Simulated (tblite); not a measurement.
# C5H12GeSi: the cost of one run

Programs: tblite 0.8.0 and PySCF 2.14.0, with density-fitted response routines of our own. Each step states its level of theory. These are calculated values for one molecule, in the gas phase or a continuum, unless marked as measured. Atoms are numbered from 0 throughout.

## (1) Starting geometry

19 atoms, charge 0, multiplicity 1; geometry from: force field or distance geometry start.

Bonds of the start (Å): C0–C1 1.53, C1–Si2 1.87, Si2–C3 1.89, Si2–C4 1.83, C4–C5 1.20, C5–Ge6 1.90, C0–H7 1.11, C0–H8 1.11, C0–H9 1.12, C1–H10 1.11, C1–H11 1.10, Si2–H12 1.48, C3–H13 1.09, C3–H14 1.13, C3–H15 1.11, Ge6–H16 1.55, Ge6–H17 1.55, Ge6–H18 1.53.

## (2) Geometry optimisation with GFN2-xTB

The job: settings as JSON, then the geometry in Å.

```
{"job": {"kind": "relax", "xc": "GFN2-xTB", "basis": "xTB"}, "charge": 0, "multiplicity": 1}
C     -2.146300    -1.929300     0.045600
C     -1.498700    -0.875600    -0.862600
Si    -0.818600     0.425100     0.302700
C     -1.321000     2.161700    -0.257800
C      1.004300     0.271300     0.321100
C      2.205500     0.187100     0.332800
Ge     4.105500     0.077800     0.379800
H     -3.071000    -2.326500    -0.426200
H     -1.408400    -2.740500     0.195800
H     -2.383000    -1.428000     1.015900
H     -0.715400    -1.333900    -1.497700
H     -2.239400    -0.428500    -1.542200
H     -1.376500     0.195600     1.653600
H     -2.401400     2.262700    -0.377500
H     -0.966600     2.870900     0.544200
H     -0.767700     2.419500    -1.181900
H      4.759500     0.940000    -0.725300
H      4.531200     0.663800     1.753200
H      4.498100    -1.404100     0.318900
```

On the command line:

```console
OMP_NUM_THREADS=1 python probes_run.py task.json out
```

One launch serves the whole session: the jobs run in the order shown.

**Question.** How long does this first job take on 1 thread of Arm Neoverse N1, shared host, and how much memory does it need?

About 2.1 s, with a peak of 0.18 GiB.
